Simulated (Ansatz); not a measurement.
# CH3BFI: how energies converge with the basis set

How large a basis does CH3BFI need? Two functionals are run in growing sets.

Method: one geometry, several basis sets; program: Ansatz 0.2.0, Gaussian basis.

Plan: PBE0-D4/def2-SVP; ωB97M-V/def2-SVP; PBE0-D4/def2-QZVPP; ωB97M-V/def2-QZVPP; the functionals' def2-TZVPP values are taken from earlier runs.

1 further run of the same task is left out (for a known fault of the program).

### Step 1. The relaxed structure

An earlier PBE0-D4 in a triple-zeta def2 set relaxation fixed the geometry. I takes the def2 core potential; no spin-orbit term is included.

SMILES `FCBI`, 7 atoms, charge 0, spin multiplicity 1.

Atoms are counted from 1 here; the program's logs count them from 0.

Bond lengths: F1–C2 1.379 Å, C2–B3 1.553 Å, C2–H5 1.101 Å, C2–H6 1.101 Å, B3–I4 2.099 Å, B3–H7 1.191 Å. Angles: F1–C2–B3 116.6°, F1–C2–H5 108.5°, F1–C2–H6 108.5°, B3–C2–H5 108.6°, B3–C2–H6 108.6°, H5–C2–H6 105.5°, C2–B3–I4 122.4°, C2–B3–H7 119.6°, I4–B3–H7 118.0°.

### Step 2. PBE0-D4 in def2-SVP

File in.yaml:

```yaml
crystal:
  periodic: [false, false, false]
  atoms:
    - {symbol: F, position_ang: [-0.289341, -1.631555, -0.564515]}
    - {symbol: C, position_ang: [-0.150924, -0.264312, -0.673553]}
    - {symbol: B, position_ang: [0.192903, 0.504957, 0.630657]}
    - {symbol: I, position_ang: [0.439388, -0.464991, 2.475994]}
    - {symbol: H, position_ang: [0.626815, -0.050063, -1.422922]}
    - {symbol: H, position_ang: [-1.082325, 0.149504, -1.090164]}
    - {symbol: H, position_ang: [0.324786, 1.688359, 0.598802]}
basis:
  gaussian: {orbitals: def2-SVP}
hamiltonian: {xc: pbe0, dispersion: d4}
output: {orbitals: {seedname: orbitals}}
```

Run with:

```console
> ansatz run in.yaml --threads 2 --pin off --events-out ev --progress --plain --max-ram 4352MiB
```

Further steps of the session: ωB97M-V in def2-SVP; PBE0-D4 in def2-QZVPP; ωB97M-V in def2-QZVPP.

Before running them: what should the planned runs give, taken together? Wanted: PBE0-D4: double and triple zeta above quadruple; ωB97M-V: double and triple zeta above quadruple.

**Answer**, as computed:

| quantity | value |
| --- | --- |
| PBE0-D4: double and triple zeta above quadruple | 5.83, 0.28 eV |
| ωB97M-V: double and triple zeta above quadruple | 6.03, 0.26 eV |

What this shows: PBE0-D4 gains 5.56 eV from double to triple zeta, then 0.28 eV more. Total energies overstate the basis error of differences, where much of it tends to cancel.
